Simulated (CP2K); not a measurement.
Input of a CP2K 2026.2 run:

Contents of bite_bands.inp:

```
&GLOBAL
  PROJECT bite_bands
  RUN_TYPE ENERGY_FORCE
  PRINT_LEVEL LOW
&END GLOBAL
&FORCE_EVAL
  METHOD QS
  STRESS_TENSOR ANALYTICAL
  &DFT
    BASIS_SET_FILE_NAME BASIS_MOLOPT_UZH
    POTENTIAL_FILE_NAME POTENTIAL_UZH
    &MGRID
      CUTOFF 675
      REL_CUTOFF 60
      NGRIDS 5
    &END MGRID
    &QS
      METHOD GPW
      EPS_DEFAULT 1.0E-9
    &END QS
    &KPOINTS
      SCHEME MONKHORST-PACK 7 7 7
      GAMMA_CENTERED T
      SYMMETRY T
      SYMMETRY_BACKEND SPGLIB
    &END KPOINTS
    &SCF
      SCF_GUESS ATOMIC
      EPS_SCF 1.0E-6
      MAX_SCF 100
      ADDED_MOS 10
      CHOLESKY OFF
      EPS_EIGVAL 1.0E-7
      &DIAGONALIZATION ON
        ALGORITHM STANDARD
      &END DIAGONALIZATION
      &MIXING ON
        METHOD BROYDEN_MIXING
        ALPHA 0.4
        BETA 1.5
        NBUFFER 8
      &END MIXING
      &SMEAR ON
        METHOD FERMI_DIRAC
        ELECTRONIC_TEMPERATURE [K] 580.226
      &END SMEAR
    &END SCF
    &XC
      &XC_FUNCTIONAL
        &GGA_X_PBE_SOL
        &END GGA_X_PBE_SOL
        &GGA_C_PBE_SOL
        &END GGA_C_PBE_SOL
      &END XC_FUNCTIONAL
    &END XC
    &PRINT
      &KPOINTS ON
      &END KPOINTS
      &MULLIKEN ON
      &END MULLIKEN
      &MO ON
        ENERGIES T
        OCCUPATION_NUMBERS T
        &EACH
          QS_SCF 0
        &END EACH
        ADD_LAST NUMERIC
      &END MO
      &BAND_STRUCTURE
        FILE_NAME bands.bs
        ADDED_MOS 4
        &KPOINT_SET
          UNITS B_VECTOR
          NPOINTS 8
          SPECIAL_POINT GAMMA 0.00000000 0.00000000 0.00000000
          SPECIAL_POINT X 0.50000000 0.00000000 0.50000000
          SPECIAL_POINT W 0.50000000 0.25000000 0.75000000
          SPECIAL_POINT K 0.37500000 0.37500000 0.75000000
          SPECIAL_POINT GAMMA 0.00000000 0.00000000 0.00000000
          SPECIAL_POINT L 0.50000000 0.50000000 0.50000000
          SPECIAL_POINT U 0.62500000 0.25000000 0.62500000
          SPECIAL_POINT W 0.50000000 0.25000000 0.75000000
          SPECIAL_POINT L 0.50000000 0.50000000 0.50000000
          SPECIAL_POINT K 0.37500000 0.37500000 0.75000000
        &END KPOINT_SET
        &KPOINT_SET
          UNITS B_VECTOR
          NPOINTS 8
          SPECIAL_POINT U 0.62500000 0.25000000 0.62500000
          SPECIAL_POINT X 0.50000000 0.00000000 0.50000000
        &END KPOINT_SET
      &END BAND_STRUCTURE
    &END PRINT
  &END DFT
  &SUBSYS
    &CELL
      A 4.5749808743 0.0000000000 0.0000000000
      B 2.2874904371 3.9620496590 0.0000000000
      C 2.2874904371 1.3206832197 3.7354562417
      PERIODIC XYZ
    &END CELL
    &COORD
      SCALED
      Bi  0.0000000000 0.0000000000 0.0000000000
      Te  0.5000000000 0.5000000000 0.5000000000
    &END COORD
    &KIND Bi
      BASIS_SET TZVP-MOLOPT-PBE-GTH-q5
      POTENTIAL GTH-PBE-q5
    &END KIND
    &KIND Te
      BASIS_SET TZVP-MOLOPT-PBE-GTH-q6
      POTENTIAL GTH-PBE-q6
    &END KIND
    &PRINT
      &ATOMIC_COORDINATES ON
      &END ATOMIC_COORDINATES
      &CELL ON
      &END CELL
    &END PRINT
  &END SUBSYS
  &PRINT
    &FORCES ON
    &END FORCES
    &STRESS_TENSOR ON
    &END STRESS_TENSOR
  &END PRINT
&END FORCE_EVAL
```

Potentials or basis: POTENTIAL_UZH Bi GTH-PBE-q5, Te GTH-PBE-q6; TZVP-MOLOPT-PBE-GTH basis.

Command:

```bash
$ OMP_NUM_THREADS=1 cp2k.psmp -i bite_bands.inp -o bite_bands.out
```

Task: What does it give for the Mulliken charges?

Result: Bi +0.27; Te -0.27 e.

Task: Predict the pressure.

Result: 0.3 GPa.

Levels at the corners of the path, in eV from the Fermi level:
| point | band 2 | band 3 | band 4 | band 5 | band 6 | band 7 | band 8 | band 9 |
| --- | --- | --- | --- | --- | --- | --- | --- | --- |
| Γ | -8.02 | -2.57 | -2.57 | -2.57 | 2.28 | 2.28 | 2.28 | 5.51 |
| X | -9.92 | -5.85 | -4.12 | -4.12 | 2.75 | 3.75 | 3.75 | 5.08 |
| W | -10.84 | -5.15 | -5.15 | -1.64 | -0.29 | 4.14 | 4.14 | 6.18 |
| K | -10.68 | -5.48 | -3.63 | -3.57 | 1.99 | 2.05 | 4.49 | 4.69 |
| Γ | -8.02 | -2.57 | -2.57 | -2.57 | 2.28 | 2.28 | 2.28 | 5.51 |
| L | -11.24 | -2.06 | -2.06 | -1.60 | -0.93 | -0.68 | -0.68 | 8.64 |
| U | -10.68 | -5.48 | -3.63 | -3.57 | 1.99 | 2.05 | 4.49 | 4.69 |
| W | -10.84 | -5.15 | -5.15 | -1.64 | -0.29 | 4.14 | 4.14 | 6.18 |
| L | -11.24 | -2.06 | -2.06 | -1.60 | -0.93 | -0.68 | -0.68 | 8.64 |
| K | -10.68 | -5.48 | -3.63 | -3.57 | 1.99 | 2.05 | 4.49 | 4.69 |
| U | -10.68 | -5.48 | -3.63 | -3.57 | 1.99 | 2.05 | 4.49 | 4.69 |
| X | -9.92 | -5.85 | -4.12 | -4.12 | 2.75 | 3.75 | 3.75 | 5.08 |

Caveat: the potentials were made for another functional, which shifts forces and pressure; spin-orbit coupling is left out, which moves the levels of the heavy elements; the basis of atomic orbitals isn't converged, which shifts pressures, moduli and gaps.
